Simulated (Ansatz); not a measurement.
# FGeHO: ionisation energy by level of theory

One table from this session's results is given with a row withheld; the runs are named, their logs left out.

The runs use Ansatz 0.2.0, Gaussian basis; unrestricted cation, the program's frozen cores in correlated methods.

Plan: UKS PBE-D4/def2-TZVPP; UKS r2SCAN-D4/def2-TZVPP; UKS PBE0-D4/def2-TZVPP; UKS B3LYP-D4/def2-TZVPP; UKS wB97X-V/def2-TZVPP; UKS wB97M-V/def2-TZVPP; UKS B2PLYP/def2-TZVPP; UHF-CCSD(T)/def2-TZVPP; UHF-CCSD(T)/def2-QZVPP; extrapolation to the limit; then −ε(HOMO) from the neutral's earlier runs with LDA (SPW92), PBE-D4, revPBE-D4, BLYP-D4, r2SCAN-D4, B97M-V, PBE0-D4, B3LYP-D4, r2SCANh-D4, r2SCAN0-D4, HSE06-D4, BHLYP-D4, CAM-B3LYP-D4, LC-ωPBE, ωB97X-V, ωB97M-V.

## The relaxed structure

All runs share one geometry, relaxed beforehand with PBE0-D4 in a triple-zeta def2 set.

SMILES `[OH][Ge][F]`, 4 atoms, charge 0, spin multiplicity 1.

Atoms are counted from 1 here; the program's logs count them from 0.

Bond lengths: O1–Ge2 1.771 Å, O1–H4 0.964 Å, Ge2–F3 1.767 Å. Angles: Ge2–O1–H4 113.8°, O1–Ge2–F3 97.0°.

Coordinates:

```
O    -0.8197    0.5392   -0.3811
Ge   -0.3899   -0.6930    0.8158
F     1.3369   -0.7588    0.4478
H    -0.0718    0.8524   -0.9027
```

Set-up of the first run:

in.yaml

```yaml
crystal:
  periodic: [false, false, false]
  atoms:
    - {symbol: O, position_ang: [-0.819676, 0.539180, -0.381116]}
    - {symbol: Ge, position_ang: [-0.389933, -0.693001, 0.815842]}
    - {symbol: F, position_ang: [1.336913, -0.758833, 0.447758]}
    - {symbol: H, position_ang: [-0.071803, 0.852355, -0.902683]}
basis:
  gaussian: {orbitals: def2-TZVPP}
total_charge: 1
magnetization: {spin_polarized: true, initial_magnetization: 1}
hamiltonian: {xc: pbe, dispersion: d4}
```

Run with:

```
ansatz run in.yaml --threads 2 --pin off --events-out ev --progress --plain --max-ram 32768MiB --backend cpu
```

Among the steps run: Cation, UKS PBE-D4/def2-TZVPP; Cation, UKS r2SCAN-D4/def2-TZVPP; Cation, UKS PBE0-D4/def2-TZVPP; Cation, UKS B3LYP-D4/def2-TZVPP; Cation, UKS wB97X-V/def2-TZVPP; Cation, UKS wB97M-V/def2-TZVPP; Cation, UKS B2PLYP (frozen core)/def2-TZVPP; Cation, UHF-CCSD(T)/def2-TZVPP; Cation, UHF-CCSD(T)/def2-QZVPP.

One of the session's tables, all rows but one given; the rest of the session is left out.

For comparison, −ε(HOMO) of the neutral from earlier runs:

| functional | −ε(HOMO) (eV) |
| --- | --- |
| LDA (SPW92) | 7.33 |
| PBE-D4 | 7.10 |
| revPBE-D4 | 7.02 |
| BLYP-D4 | 7.03 |
| r2SCAN-D4 | 7.43 |
| B97M-V | 7.37 |
| PBE0-D4 | 8.36 |
| B3LYP-D4 | 8.21 |
| r2SCANh-D4 | 7.90 |
| r2SCAN0-D4 | 8.59 |
| HSE06-D4 | 7.96 |
| BHLYP-D4 | 9.52 |
| CAM-B3LYP-D4 | ? |
| LC-ωPBE | 11.02 |
| ωB97X-V | 10.68 |
| ωB97M-V | 10.61 |

**Question.** Estimate the row for CAM-B3LYP-D4.

The run gave: −ε(HOMO) (eV): 9.77. In the column «−ε(HOMO) (eV)» it lies between BHLYP-D4 (9.52) and ωB97M-V (10.61).

Caveats from the session: The cation may have settled in a state other than its lowest; no search over hole states beyond the program's own was made.
